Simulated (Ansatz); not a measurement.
# Zr3TiC4: the cost of one run

Computed with Ansatz 0.2.0 (DFT PBE, scalar-relativistic, plane waves, PAW, unless a step names another level, unless a step's input says otherwise).

1 further run of the same task is left out (set aside as unsound or not needed). Runs told in other sessions of the task aren't counted.

**1. The system as given**

Symmetry: P4/mmm, No. 123, tetragonal system. The conventional cell has a = 3.280 Å, b = 3.280 Å, c = 9.233 Å, α = 90.00°, β = 90.00°, γ = 90.00°. Around Zr (site symmetry 4mm) lie 6 C at 2.24 to 2.37 Å. Zr (site symmetry 4/mmm) has 6 C at 2.32 to 2.40 Å in its first shell of neighbours. Ti (site symmetry 4/mmm) is surrounded by 6 C at 2.22 to 2.32 Å. C (site symmetry 4/mmm) is surrounded by 2 Zr at 2.24 Å and 4 Ti at 2.32 Å. Around C (site symmetry 4mm) lie 1 Ti at 2.22 Å and 5 Zr at 2.32 to 2.40 Å. Around C (site symmetry 4/mmm) lie 6 Zr at 2.32 to 2.37 Å.

Structure file:

```xyz
8
Lattice="3.2796 0.0000 0.0000 0.0000 3.2796 0.0000 0.0000 0.0000 9.2330" Properties=species:S:1:pos:R:3 pbc="T T T"
Zr    0.0000    0.0000    2.2424
Zr    1.6398    1.6398    4.6165
Zr    0.0000    0.0000    6.9906
Ti    1.6398    1.6398    0.0000
C     0.0000    0.0000    0.0000
C     1.6398    1.6398    2.2192
C     0.0000    0.0000    4.6165
C     1.6398    1.6398    7.0138
```

The cell was relaxed beforehand at this level, from a generated guess; it needn't be the stable form of this composition. At a tolerance of 0.05 Å it has space group P4/mmm (No. 123); it has 12.41 Å³/atom, an uncorrected energy of -0.80 eV/atom over the elements.

**2. Bands, states and charges**

File input.yaml:

```yaml
crystal:
  lattice:
    - [3.2796323, 0.0, 0.0]
    - [0.0, 3.2796323, 0.0]
    - [0.0, 0.0, 9.2329798]
  atoms:
    - { symbol: Zr, position: [0.0, 0.0, 0.24287] }
    - { symbol: Zr, position: [0.5, 0.5, 0.5] }
    - { symbol: Zr, position: [0.0, 0.0, 0.75713] }
    - { symbol: Ti, position: [0.5, 0.5, 0.0] }
    - { symbol: C, position: [0.0, 0.0, 0.0] }
    - { symbol: C, position: [0.5, 0.5, 0.240359] }
    - { symbol: C, position: [0.0, 0.0, 0.5] }
    - { symbol: C, position: [0.5, 0.5, 0.759641] }
basis:
  ecutwfc: 420
kpoints:
  mp_grid: { grid: [12, 12, 4] }
  band_path:
    path:
      - [[0.0, 0.0, 0.0], [0.0, 0.5, 0.0], [0.5, 0.5, 0.0], [0.0, 0.0, 0.0], [0.0, 0.0, 0.5], [0.0, 0.5, 0.5], [0.5, 0.5, 0.5], [0.0, 0.0, 0.5]]
      - [[0.0, 0.5, 0.0], [0.0, 0.5, 0.5]]
      - [[0.5, 0.5, 0.0], [0.5, 0.5, 0.5]]
    npoints: 14
hamiltonian:
  xc: pbe
scf:
  occupations: { method: gaussian, width: 0.1 }
  n_extra_bands: 20
output:
  forces: true
  stress: true
  eigenvalues: true
  populations: true
  dos: { projected: true, de: 0.02, nscf_kmesh: { grid: [15, 15, 5] } }
  bader: true
```

Launch:

```sh
$ ansatz run input.yaml --threads 4 --pin off --max-ram 8192MiB --backend cpu --events-out ev --progress --plain --runs-dir out
```

**Question.** How long does this run take on 4 threads of Arm Neoverse V1, shared host, and how much memory does it need?

About 31 s, with a peak of 0.77 GiB.
